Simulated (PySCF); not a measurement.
# From one method to the next for PtS

Aim: see what other levels and later steps give for PtS.

Method: each script names its method and basis; program: PySCF 2.14.0.

4 further runs of the same task are left out: 4 that didn't finish.

### 1 The system as given

PtS: 2 atoms, charge 0, spin multiplicity 1.

Bond lengths: Pt1–S2 1.944 Å.

### 2 The base run

Input file input.py:

```python
from pyscf import gto, dft

mol = gto.M(
    atom='Pt 0 0 0; S 0 0 1.944',
    basis='def2-svp',
    ecp={'Pt': 'def2-svp'},
    charge=0,
    spin=0,
    verbose=3,
)
mf = dft.RKS(mol, xc='m06l')
mf = mf.newton()
mf.kernel()
mf.dip_moment()
print('orbital energies (hartree):', mf.mo_energy[..., max(0, mol.nelec[1]-3):mol.nelec[0]+3].round(4))
```

Run with:

```
python input.py
```

### 3 Mn15l

Edit 1 changes functional: m06l → mn15l.

input.py, as its differences from that of step 2:

```diff
@@ -10,3 +10,3 @@
 )
-mf = dft.RKS(mol, xc='m06l')
+mf = dft.RKS(mol, xc='mn15l')
 mf = mf.newton()
```

### 4 Tpssh

Edit 2 changes functional: m06l → tpssh.

input.py, as its differences from that of step 2:

```diff
@@ -10,3 +10,3 @@
 )
-mf = dft.RKS(mol, xc='m06l')
+mf = dft.RKS(mol, xc='tpssh')
 mf = mf.newton()
```

### 5 MP2 (RHF)

Edit 3 changes step after the SCF: none → mp2; SCF type: RKS → RHF; functional: m06l → none (Hartree–Fock); frozen orbitals: none → 5.

input.py, as its differences from that of step 2:

```diff
@@ -1,2 +1,2 @@
-from pyscf import gto, dft
+from pyscf import gto, scf, mp
 
@@ -10,5 +10,6 @@
 )
-mf = dft.RKS(mol, xc='m06l')
+mf = scf.RHF(mol)
 mf = mf.newton()
 mf.kernel()
+mp.MP2(mf, frozen=5).kernel()
 mf.dip_moment()
```

### 6 Population analysis

Edit 4 changes step after the SCF: none → analyze.

input.py, as its differences from that of step 2:

```diff
@@ -13,2 +13,3 @@
 mf.kernel()
+mf.mulliken_pop()
 mf.dip_moment()
```

Q: Predict the outcome of this session. Wanted: for each run, E(SCF); from base; SCF dipole; after the SCF.

The runs gave:

```csv
run,E(SCF) (hartree),from base (eV),SCF dipole (D),after the SCF
base,-517.404866,0,1.72,n/a
mn15l,-516.844991,not comparable,1.35,n/a
tpssh,-517.319610,not comparable,1.43,n/a
MP2 (RHF),-515.729401,not comparable,2.66,"MP2 correlation -13.862 eV, core frozen"
population analysis,-517.404866,0.0000,1.72,n/a
```

What this shows: Total energies of different functionals can't be compared with each other; differences within one functional can.
